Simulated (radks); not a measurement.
# Nuclear size and the levels of Si

Aim: how the total energy, the levels and the density at the nucleus of Si respond when the nuclear radius is scaled.

The numbers are computed with radks (a radial shooting solver on a logarithmic mesh, Libxc functionals) version 1 (Dirac Kohn-Sham, LDA (Slater exchange, Perdew-Wang correlation), spin-unpolarised, spherical densities, finite nucleus; open shells fill j = l - 1/2 first), except any that are marked as measured or tabulated.

## (1) The atom as given

- element: silicon (Z = 14)
- charge: 0
- electrons: 14
- configuration: [Ne] 3s2 3p2
- nuclear rms radius: 3.1224 fm

## (2) rms radius 3.1224 fm

The run's settings:

```text
Z 14
configuration [Ne] 3s2 3p2 4s0 3d0
relativity Dirac
functional lda,pw
spin unpolarised
j_filling energy
nucleus finite rms 3.1224 fm
c 137.035999084
```

## (3) rms radius 2.551 fm

Changes since step 2:

```diff
@@ -6,3 +6,3 @@
 j_filling energy
-nucleus finite rms 3.1224 fm
+nucleus finite rms 2.551 fm
 c 137.035999084
```

## (4) rms radius 2.8601 fm

Changes since step 3:

```diff
@@ -6,3 +6,3 @@
 j_filling energy
-nucleus finite rms 2.551 fm
+nucleus finite rms 2.8601 fm
 c 137.035999084
```

## (5) rms radius 3.4003 fm

Changes since step 4:

```diff
@@ -6,3 +6,3 @@
 j_filling energy
-nucleus finite rms 2.8601 fm
+nucleus finite rms 3.4003 fm
 c 137.035999084
```

## (6) rms radius 3.7875 fm

Changes since step 5:

```diff
@@ -6,3 +6,3 @@
 j_filling energy
-nucleus finite rms 3.4003 fm
+nucleus finite rms 3.7875 fm
 c 137.035999084
```

Q: Predict the outcome of this session. Wanted: for each run, rms radius; total energy shift; density at nucleus; 1s1/2 shift; 2s1/2 shift.

**Answer**, as computed:

```csv
rms radius (fm),total energy shift (eV),density at nucleus (e/bohr³),1s1/2 shift (meV),2s1/2 shift (meV)
2.551,-0.00175,1897,-0.729,-0.0468
2.8601,-0.000844,1894,-0.353,-0.0226
3.1224,0,1892,0,0
3.4003,0.000974,1889,0.407,0.0261
3.7875,0.00247,1887,1.03,0.0661
```

**Reading.** Shifts are against the first run. Over the range the 1s1/2 level moves by 0.00176 eV and the 2s1/2 level by 0.113 meV. A larger nucleus binds the 1s electrons less and lowers the density at its centre. These are shifts of eigenvalues, not the field shifts of spectral lines.
